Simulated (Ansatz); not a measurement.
# Heated and quenched cell In32O48, uniform strain +3.0 %

What structure does this heating schedule leave, and what gap remains? Levels: PBEsol and HSE06.

Method: density functional theory in Ansatz 0.2.0, PAW datasets, plane waves.

## 1. Starting point

80 atoms (32 In, 48 O); a = 10.466 Å, b = 10.466 Å, c = 10.466 Å, α = 90.00°, β = 90.00°, γ = 90.00°. All atoms were shaken off their sites by about 0.20 Å along each axis.

Plan of the steps: (2) PBEsol dynamics at the Γ point alone, on 1 × NVIDIA GB300 Max-Q with 8 threads of Arm Neoverse-V2; (3) PBEsol relaxation at the Γ point alone, on 1 × NVIDIA GB300 Max-Q with 8 threads of Arm Neoverse-V2; (4) HSE06 single point at the Γ point alone, on 1 × NVIDIA GB300 Max-Q with 8 threads of Arm Neoverse-V2.

## 2. The trajectory

Input file in.yaml:

```yaml
accuracy: low
crystal:
  lattice:
    - [10.466281, 0.000000, 0.000000]
    - [0.000000, 10.466281, 0.000000]
    - [0.000000, 0.000000, 10.466281]
  atoms:
    - { symbol: In, position: [0.266792, 0.259007, 0.238623] }
    - { symbol: In, position: [0.463048, 0.972702, 0.242071] }
    - { symbol: In, position: [0.050061, 0.014284, 0.751534] }
    - { symbol: In, position: [0.265234, 0.474052, 0.969258] }
    - { symbol: In, position: [0.771613, 0.017410, 0.995608] }
    - { symbol: In, position: [0.995032, 0.249385, 0.468059] }
    - { symbol: In, position: [0.986006, 0.772193, 0.990415] }
    - { symbol: In, position: [0.037239, 0.476449, 0.227344] }
    - { symbol: In, position: [0.231963, 0.032659, 0.496472] }
    - { symbol: In, position: [0.534904, 0.241837, 0.006559] }
    - { symbol: In, position: [0.564679, 0.494721, 0.261499] }
    - { symbol: In, position: [0.757717, 0.539614, 0.995066] }
    - { symbol: In, position: [0.256872, 0.970045, 0.021112] }
    - { symbol: In, position: [0.560597, 0.221093, 0.514609] }
    - { symbol: In, position: [0.541067, 0.035920, 0.741331] }
    - { symbol: In, position: [0.958486, 0.952351, 0.258684] }
    - { symbol: In, position: [0.731063, 0.248228, 0.275641] }
    - { symbol: In, position: [0.786746, 0.472890, 0.476835] }
    - { symbol: In, position: [0.276927, 0.538885, 0.500523] }
    - { symbol: In, position: [0.990412, 0.746079, 0.531757] }
    - { symbol: In, position: [0.005130, 0.222574, 0.954299] }
    - { symbol: In, position: [0.275270, 0.770845, 0.256735] }
    - { symbol: In, position: [0.500280, 0.726575, 0.465454] }
    - { symbol: In, position: [0.233741, 0.250881, 0.748846] }
    - { symbol: In, position: [0.469450, 0.498271, 0.733224] }
    - { symbol: In, position: [0.756380, 0.718742, 0.769311] }
    - { symbol: In, position: [0.239109, 0.734165, 0.746683] }
    - { symbol: In, position: [0.738640, 0.744977, 0.233302] }
    - { symbol: In, position: [0.723589, 0.267953, 0.719004] }
    - { symbol: In, position: [0.952585, 0.501843, 0.741253] }
    - { symbol: In, position: [0.774458, 0.942086, 0.510632] }
    - { symbol: In, position: [0.507151, 0.735950, 0.965806] }
    - { symbol: O, position: [0.390935, 0.173387, 0.368087] }
    - { symbol: O, position: [0.643489, 0.317872, 0.382510] }
    - { symbol: O, position: [0.131788, 0.148415, 0.615142] }
    - { symbol: O, position: [0.401728, 0.395064, 0.162413] }
    - { symbol: O, position: [0.410118, 0.566989, 0.331643] }
    - { symbol: O, position: [0.641338, 0.089380, 0.173731] }
    - { symbol: O, position: [0.140418, 0.384375, 0.375503] }
    - { symbol: O, position: [0.342046, 0.398196, 0.619400] }
    - { symbol: O, position: [0.141098, 0.609273, 0.117924] }
    - { symbol: O, position: [0.102418, 0.352445, 0.114419] }
    - { symbol: O, position: [0.149699, 0.084223, 0.335410] }
    - { symbol: O, position: [0.301916, 0.116178, 0.098679] }
    - { symbol: O, position: [0.605610, 0.666718, 0.124102] }
    - { symbol: O, position: [0.413317, 0.810165, 0.098710] }
    - { symbol: O, position: [0.852841, 0.897209, 0.110085] }
    - { symbol: O, position: [0.670162, 0.403383, 0.131922] }
    - { symbol: O, position: [0.880807, 0.111790, 0.858663] }
    - { symbol: O, position: [0.667001, 0.071911, 0.635740] }
    - { symbol: O, position: [0.843168, 0.140928, 0.384390] }
    - { symbol: O, position: [0.358023, 0.106175, 0.674024] }
    - { symbol: O, position: [0.858205, 0.331482, 0.607775] }
    - { symbol: O, position: [0.907849, 0.189081, 0.095783] }
    - { symbol: O, position: [0.905737, 0.393257, 0.353036] }
    - { symbol: O, position: [0.878423, 0.632051, 0.181276] }
    - { symbol: O, position: [0.122779, 0.873502, 0.862187] }
    - { symbol: O, position: [0.117554, 0.607061, 0.639895] }
    - { symbol: O, position: [0.158618, 0.379739, 0.822586] }
    - { symbol: O, position: [0.117004, 0.654894, 0.360820] }
    - { symbol: O, position: [0.621356, 0.928312, 0.337333] }
    - { symbol: O, position: [0.093938, 0.886394, 0.164068] }
    - { symbol: O, position: [0.335111, 0.872457, 0.364382] }
    - { symbol: O, position: [0.161152, 0.859399, 0.614254] }
    - { symbol: O, position: [0.356387, 0.614354, 0.907565] }
    - { symbol: O, position: [0.392106, 0.345397, 0.871474] }
    - { symbol: O, position: [0.612788, 0.120955, 0.914651] }
    - { symbol: O, position: [0.155144, 0.152433, 0.878687] }
    - { symbol: O, position: [0.906478, 0.628102, 0.899254] }
    - { symbol: O, position: [0.903796, 0.895722, 0.646901] }
    - { symbol: O, position: [0.682227, 0.869180, 0.867052] }
    - { symbol: O, position: [0.589706, 0.820612, 0.599457] }
    - { symbol: O, position: [0.385429, 0.658121, 0.631306] }
    - { symbol: O, position: [0.909822, 0.836602, 0.411989] }
    - { symbol: O, position: [0.624086, 0.631411, 0.838983] }
    - { symbol: O, position: [0.607274, 0.385055, 0.663372] }
    - { symbol: O, position: [0.378605, 0.880817, 0.815083] }
    - { symbol: O, position: [0.825153, 0.562880, 0.617193] }
    - { symbol: O, position: [0.631113, 0.622626, 0.373184] }
    - { symbol: O, position: [0.828810, 0.384632, 0.852279] }
kpoints:
  mp_grid: { grid: [1, 1, 1] }
hamiltonian:
  xc: pbesol
scf:
  occupations: { method: fermi_dirac, width: 0.1 }
md:
  ensemble: nvt_langevin
  timestep: 2.5
  n_steps: 600
  temperature: 5000
  temperature_schedule: [{ n_steps: 300, end_temperature: 5000 }, { n_steps: 300, end_temperature: 300 }]
  friction: 0.02
  initial_velocities: maxwell_boltzmann
  seed: 1
```

Started as:

```
$ ansatz run in.yaml --threads 8 --pin off --max-ram 118750MiB --runs-dir r --events-out ev --progress --plain --backend cuda --devices 0,
```

Further steps of the session: PBEsol relaxation in the fixed cell; HSE06 on the final geometry.

**Question.** What will these runs give? Wanted: for each run, top filled to lowest empty.

**Answer**, as computed:

```
             level        time  top filled to lowest empty (eV)
PBEsol, relaxation  40 s (GPU)                             2.44
             HSE06  36 s (GPU)                             2.65
```

```
                                                    quantity                               value
                                                      length                 600 steps of 2.5 fs
                         mean temperature of the first stage                              4951 K
                              temperature at the last sample   632 K (thermostat's target 300 K)
                                                median shift                   In 0.94, O 2.57 Å
                                                  relaxation  40 recorded steps, 14.53 eV gained
                                               largest shift                       1.84 Å (In24)
mean count of neighbours within 1.2 times the covalent radii                     In 5.16, O 3.48
```

**What this shows.** Over 1.50 ps the largest median shift, of O, is 2.57 Å, against 2.1 Å between neighbours at the start, so most of its atoms left their sites. The relaxation lowers the energy by 14.53 eV; the largest shift is 1.84 Å (In24). At the same k points, PBEsol gives a spacing 0.22 eV smaller than the 2.65 eV of HSE06. With one k point the spacing samples only the states that fold onto it, so it can exceed the gap over the zone.
